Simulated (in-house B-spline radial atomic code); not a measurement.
# Cs¹⁰⁺: density, ELF and screening along the radius

How do the shells of Cs¹⁰⁺ show in real space, and how much do the settings move them?

Program: in-house B-spline radial atomic code version 1. Level of theory: several methods, spin-polarised, as named in each step; spherical all-electron atom at the radial basis limit. These are calculated values, not measurements, unless marked.

## (1) What is computed

```
element       : caesium (Z = 55)
charge        : +10
electrons     : 45
configuration : [Kr] 4d9
nucleus       : point (non-relativistic runs) or finite (X2C runs)
```

The outer shells:

[Kr] 4d9
```
[Kr] core
4d [↑↓][↑↓][↑↓][↑↓][↑ ]
```

Where spins are not typed, each open shell is filled with up spins first.

## (2) BLYP, X2C, [Kr] 4d9

The run's settings:

```ini
Z = 55
electrons = 45.0
configuration = [Kr] 4d9
hamiltonian = x2c
method = b88,lyp
spin_polarised = True
nucleus = fermi
rms_radius = 4.8041
mass_number = 133
atomic_mass = 132.905451958
speed_of_light = 137.035999084
```

Command:

```sh
> python run_scf.py task.json out
```

One command runs all members of the session, one after another, from task.json.

Results of the run (chosen fields of its result record, rounded):

```text
status: converged
scf [iteration, energy, orbital gradient]:
  - [1, -7731.50499235, 1.5]
  - [2, -7750.90943096, 0.699]
  - [3, -7757.94752017, 0.174]
  - [4, -7758.42419634, 0.0496]
  - [5, -7758.4448273, 0.0227]
  - [6, -7758.45319146, 0.00192]
  - [7, -7758.45322223, 8.17e-05]
  - [8, -7758.4532223, 2.37e-06]
  - [9, -7758.4532223, 8.31e-08]
energy [hartree]: {"total": -7758.4532223, "kinetic": 8265.58360722, "nuclear": -18605.7614196, "coulomb": 2771.3141339, "xc": -189.589543831}
orbitals [hartree, bohr; first row names the columns]:
  - ["name", "occ", "eps", "<r>", "<r^2>", "<1/r>", "r_max"]
  - ["1s up", 1.0, -1318.995, 0.025478, 0.00089067, 62.633, 0.016031]
  - ["1s down", 1.0, -1318.9948, 0.025478, 0.00089067, 62.633, 0.016031]
  - ["2s up", 1.0, -211.90799, 0.11157, 0.014745, 14.296, 0.09478]
  - ["2s down", 1.0, -211.89226, 0.11157, 0.014744, 14.296, 0.094778]
  - ["2p up", 3.0, -190.90336, 0.097858, 0.011704, 13.082, 0.075815]
  - ["2p down", 3.0, -190.89113, 0.097854, 0.011704, 13.083, 0.075812]
  - ["3s up", 1.0, -48.658703, 0.29858, 0.10201, 5.068, 0.2726]
  - ["3s down", 1.0, -48.651179, 0.29856, 0.10199, 5.068, 0.27261]
  - ["3p up", 3.0, -41.879215, 0.2964, 0.10195, 4.7032, 0.26644]
  - ["3p down", 3.0, -41.87067, 0.29637, 0.10193, 4.7032, 0.26645]
  - ["3d up", 5.0, -31.846559, 0.27316, 0.088137, 4.4299, 0.2201]
  - ["3d down", 5.0, -31.833238, 0.27315, 0.088118, 4.4298, 0.22015]
  - ["4s up", 1.0, -13.703437, 0.68639, 0.53101, 2.0795, 0.63972]
  - ["4s down", 1.0, -13.657555, 0.6864, 0.53111, 2.0798, 0.63955]
  - ["4p up", 3.0, -11.496798, 0.72522, 0.59671, 1.8996, 0.66779]
  - ["4p down", 3.0, -11.451183, 0.72541, 0.59712, 1.8994, 0.66767]
  - ["4d up", 5.0, -8.2380551, 0.79712, 0.73209, 1.6553, 0.70801]
  - ["4d down", 4.0, -8.1940252, 0.79791, 0.73378, 1.6541, 0.70805]
sum_r [bohr^k]: {"-1": 345.4576, "1": 18.87013, "2": 13.03763}
radius_at_0.001 [bohr]: 2.069
radius_enclosing_fraction [bohr]: {"0.5": 0.3066, "0.9": 0.909, "0.99": 1.382}
slater [hartree]:
  F0(4p up,4p up): 1.2378
  F2(4p up,4p up): 0.65113
  F0(4p up,4p down): 1.2377
  F2(4p up,4p down): 0.65097
  F0(4p up,4d up): 1.1787
  F2(4p up,4d up): 0.6068
  G1(4p up,4d up): 0.77166
  G3(4p up,4d up): 0.48309
  F0(4p up,4d down): 1.1781
  F2(4p up,4d down): 0.6063
  F0(4p down,4p down): 1.2375
  F2(4p down,4p down): 0.6508
  F0(4p down,4d up): 1.1786
  F2(4p down,4d up): 0.60666
  F0(4p down,4d down): 1.178
  F2(4p down,4d down): 0.60617
  G1(4p down,4d down): 0.77092
  G3(4p down,4d down): 0.48249
  F0(4d up,4d up): 1.1284
  F2(4d up,4d up): 0.57787
  F4(4d up,4d up): 0.38753
  F0(4d up,4d down): 1.1278
  F2(4d up,4d down): 0.57746
  F4(4d up,4d down): 0.3872
  F0(4d down,4d down): 1.1273
  F2(4d down,4d down): 0.57705
  F4(4d down,4d down): 0.38688
```

It took 0.25 s on 1 thread, shared host.

radius_at_0.001 is where the density falls to 0.001 electrons per bohr³.

The record's radial tables, every 2nd point:

```
r (bohr)  4πr²n (1/bohr)        ELF  screened charge r·V (e)  reduced gradient s  4πr²(n↑−n↓)
 0.00357           21.13     0.9992                    53.79              0.6293     -0.00010
 0.00522           33.51     0.9986                    53.25              0.5882   -0.0001528
 0.00764           49.21     0.9966                    52.49              0.5840   -0.0002201
  0.0112           64.61     0.9888                    51.45              0.6171   -0.0002773
  0.0164           72.53     0.9444                    50.05              0.6852   -0.0002569
  0.0240           68.46     0.6936                    48.21              0.7399    0.0001667
  0.0350           62.19     0.3325                    45.83              0.5811     0.003073
  0.0513           73.60     0.4615                    42.71              0.2970      0.01985
  0.0750           92.68     0.7410                    38.84              0.3509      0.08975
   0.110           80.83     0.5709                    34.33              0.5112       0.2776
   0.161           67.50     0.3466                    29.31              0.2922       0.4904
   0.235           78.97     0.7223                    24.01              0.2994       0.3137
   0.344           47.38     0.5601                    19.27              0.6630    -0.001794
   0.504           26.36     0.2792                    15.22              0.2476       0.8409
   0.737           28.56     0.7912                    11.85              0.4119        1.565
    1.08           9.917     0.5578                    10.29               1.115       0.6871
    1.58          0.8495    0.05251                    10.01               3.579      0.07098
    2.31         0.01278  0.0002897                    10.00               19.52     0.001119
```

## (3) r2SCAN, X2C, [Kr] 4d9

The settings differ from step 2 so:

```diff
@@ -4,3 +4,3 @@
 hamiltonian = x2c
-method = b88,lyp
+method = r2scan
 spin_polarised = True
```

From the record:

```text
status: converged
iterations: 8
energy [hartree]: {"total": -7758.18449457, "kinetic": 8264.62628428, "nuclear": -18604.7428435, "coulomb": 2771.28804894, "xc": -189.35598424}
orbitals [hartree, bohr; first row names the columns]:
  - ["name", "occ", "eps", "<r>"]
  - ["1s up", 1.0, -1321.0012, 0.025484]
  - ["1s down", 1.0, -1321.0012, 0.025484]
  - ["2s up", 1.0, -212.87622, 0.11153]
  - ["2s down", 1.0, -212.85284, 0.11153]
  - ["2p up", 3.0, -191.63443, 0.097888]
  - ["2p down", 3.0, -191.61685, 0.097882]
  - ["3s up", 1.0, -49.121261, 0.29791]
  - ["3s down", 1.0, -49.11647, 0.29789]
  - ["3p up", 3.0, -42.222302, 0.29596]
  - ["3p down", 3.0, -42.214896, 0.29594]
  - ["3d up", 5.0, -32.036972, 0.27312]
  - ["3d down", 5.0, -32.020227, 0.27313]
  - ["4s up", 1.0, -13.891915, 0.68756]
  - ["4s down", 1.0, -13.83235, 0.68769]
  - ["4p up", 3.0, -11.635742, 0.7258]
  - ["4p down", 3.0, -11.576394, 0.72611]
  - ["4d up", 5.0, -8.289173, 0.79567]
  - ["4d down", 4.0, -8.2311803, 0.79667]
sum_r [bohr^k]: {"-1": 345.4345, "1": 18.86004, "2": 13.00529}
```

It took 0.38 s on 1 thread, shared host.

Meta-GGA runs start from a PBE run whose iterations are not counted.

The record's radial tables, every 4th point:

```
r (bohr)  4πr²n (1/bohr)      ELF  screened charge r·V (e)  reduced gradient s  4πr²(n↑−n↓)
 0.00357           21.12   0.9992                    53.79              0.6287     -0.00006
 0.00764           49.22   0.9966                    52.49              0.5837   -0.0001402
  0.0164           72.56   0.9445                    50.05              0.6851   -0.0001187
  0.0350           62.16   0.3318                    45.84              0.5815     0.003445
  0.0750           92.73   0.7416                    38.84              0.3507      0.09068
   0.161           67.36   0.3449                    29.31              0.2915       0.4933
   0.344           47.37   0.5625                    19.28              0.6659    -0.006658
   0.736           28.73   0.7920                    11.86              0.4083        1.581
    1.58          0.8189  0.05015                    10.01               3.690      0.06684
```

## (4) Hartree-Fock, X2C, [Kr] 4d8 5d1

The settings differ from step 3 so:

```diff
@@ -2,5 +2,5 @@
 electrons = 45.0
-configuration = [Kr] 4d9
+configuration = [Kr] 4d8 5d1
 hamiltonian = x2c
-method = r2scan
+method = hf
 spin_polarised = True
```

From the record:

```text
status: converged
iterations: 9
energy [hartree]: {"total": -7751.06678398, "kinetic": 8259.10840403, "nuclear": -18572.9003468, "coulomb": 2747.52055194, "exact_exchange": -184.795393108}
orbitals [hartree, bohr; first row names the columns]:
  - ["name", "occ", "eps", "<r>"]
  - ["1s up", 1.0, -1335.3141, 0.025472]
  - ["1s down", 1.0, -1335.3129, 0.025472]
  - ["2s up", 1.0, -218.76245, 0.11142]
  - ["2s down", 1.0, -218.69151, 0.11141]
  - ["2p up", 3.0, -196.82571, 0.097913]
  - ["2p down", 3.0, -196.75471, 0.097892]
  - ["3s up", 1.0, -52.117601, 0.2971]
  - ["3s down", 1.0, -52.085032, 0.29695]
  - ["3p up", 3.0, -44.874082, 0.29515]
  - ["3p down", 3.0, -44.835221, 0.29495]
  - ["3d up", 5.0, -34.203861, 0.27196]
  - ["3d down", 5.0, -34.11932, 0.2725]
  - ["4s up", 1.0, -15.399219, 0.68432]
  - ["4s down", 1.0, -15.141849, 0.68445]
  - ["4p up", 3.0, -12.942066, 0.7201]
  - ["4p down", 3.0, -12.633939, 0.72141]
  - ["4d up", 5.0, -9.20515, 0.78528]
  - ["4d down", 3.0, -9.046807, 0.78785]
  - ["5d up", 1.0, -4.137695, 1.792]
sum_r [bohr^k]: {"-1": 344.8528, "1": 19.7232, "2": 15.61868}
```

Wall time 0.43 s (1 thread, shared host).

The record's radial tables, every 4th point:

```
r (bohr)  4πr²n (1/bohr)       ELF  screened charge r·V (e)  reduced gradient s  4πr²(n↑−n↓)
 0.00439           27.35    0.9989                    53.52              0.6013   -0.0003961
  0.0101           60.87    0.9923                    51.77              0.6038   -0.0008111
  0.0231           69.30    0.7360                    48.43              0.7401    0.0001918
  0.0530           75.50    0.4928                    42.44              0.2876      0.05325
   0.122           73.93    0.4468                    33.09              0.5087       0.8033
   0.279           70.87    0.7611                    21.91              0.4485       0.2288
   0.639           29.59    0.7221                    13.27              0.2702        3.357
    1.47           1.896   0.03677                    10.21               1.706       0.8854
    3.37         0.02448  0.002820                    10.00               11.26      0.02447
```

## (5) Hartree-Fock, non-rel., [Ar] 3d10 4s2 4p5 4d9 4f1

The run's settings:

```ini
Z = 55
electrons = 45.0
configuration = [Ar] 3d10 4s2 4p5 4d9 4f1
hamiltonian = nr
method = hf
spin_polarised = True
```

From the record:

```text
status: converged
iterations: 10
energy [hartree]: {"total": -7519.9375605, "kinetic": 7519.93757494, "nuclear": -17563.7860303, "coulomb": 2701.02972221, "exact_exchange": -177.118827305}
orbitals [hartree, bohr; first row names the columns]:
  - ["name", "occ", "eps", "<r>"]
  - ["1s up", 1.0, -1279.0357, 0.027623]
  - ["1s down", 1.0, -1279.0059, 0.027623]
  - ["2s up", 1.0, -204.26342, 0.1185]
  - ["2s down", 1.0, -204.21061, 0.11849]
  - ["2p up", 3.0, -192.46582, 0.10101]
  - ["2p down", 3.0, -192.40031, 0.10101]
  - ["3s up", 1.0, -48.622463, 0.31134]
  - ["3s down", 1.0, -48.549402, 0.31107]
  - ["3p up", 3.0, -43.541207, 0.30187]
  - ["3p down", 3.0, -43.447647, 0.30205]
  - ["3d up", 5.0, -34.212887, 0.27255]
  - ["3d down", 5.0, -34.124418, 0.27273]
  - ["4s up", 1.0, -14.373104, 0.713]
  - ["4s down", 1.0, -13.906811, 0.71483]
  - ["4p up", 3.0, -12.439208, 0.73554]
  - ["4p down", 2.0, -12.096654, 0.73738]
  - ["4d up", 5.0, -9.017693, 0.79006]
  - ["4d down", 4.0, -8.7167412, 0.79561]
  - ["4f up", 1.0, -5.341421, 0.934]
sum_r [bohr^k]: {"-1": 319.3416, "1": 19.23477, "2": 13.57052}
```

Wall time 0.35 s (1 thread, shared host).

The record's radial tables, every 4th point:

```
r (bohr)  4πr²n (1/bohr)       ELF  screened charge r·V (e)  reduced gradient s  4πr²(n↑−n↓)
 0.00372           13.59    0.9991                    53.82              0.4149      0.00007
 0.00807           39.73    0.9967                    52.51              0.4825     0.001925
  0.0175           68.45    0.9508                    49.97              0.6360      0.02658
  0.0380           61.19    0.3316                    45.47              0.5609       0.1845
  0.0824           91.42    0.7389                    38.05              0.3617       0.2929
   0.179           69.70    0.4090                    28.07              0.2501       0.9460
   0.388           36.19    0.3594                    18.13              0.7039       0.6107
   0.842           23.28    0.7475                    11.18              0.5690        3.893
    1.83          0.2922  0.006811                    10.01               5.147       0.1169
```

## (6) Results

| run | total energy (hartree) | highest level (eV) | radius holding 50 / 90 / 99 % (bohr) | radius at n = 0.001 (bohr) | ELF minima on the full grid (bohr) |
| --- | --- | --- | --- | --- | --- |
| BLYP, X2C, [Kr] 4d9 | -7758.4532 | -222.97 | 0.307 / 0.909 / 1.38 | 2.07 | 0.042, 0.16, 0.42 |
| r2SCAN, X2C, [Kr] 4d9 | -7758.1845 | -223.98 | 0.306 / 0.908 / 1.38 | 2.05 | 0.042, 0.16, 0.42 |
| Hartree-Fock, X2C, [Kr] 4d8 5d1 | -7751.0668 | -112.59 | 0.307 / 0.933 / 1.88 | 2.89 | 0.035, 0.15, 0.42, 1.5 |
| Hartree-Fock, non-rel., [Ar] 3d10 4s2 4p5 4d9 4f1 | -7519.9376 | -145.35 | 0.312 / 0.925 / 1.42 | 2.16 | 0.038, 0.15, 0.47 |

What this shows: In the first run ELF has 3 minima on the grid, which mark the borders between shells. On the record's full grid the screened charge (r times the electrostatic potential) falls from 54.9 near the nucleus to 10.00 at 2.8 bohr; far out it tends to the net charge, 10. The radius that holds 99 % of the electrons runs from 1.38 bohr (r2SCAN, X2C, [Kr] 4d9) to 1.88 bohr (Hartree-Fock, X2C, [Kr] 4d8 5d1). The grid is coarse (about 21 % a step), so the places of minima are rough. For X2C runs ELF uses the non-relativistic kinetic energy density, and the fields carry no picture-change correction.
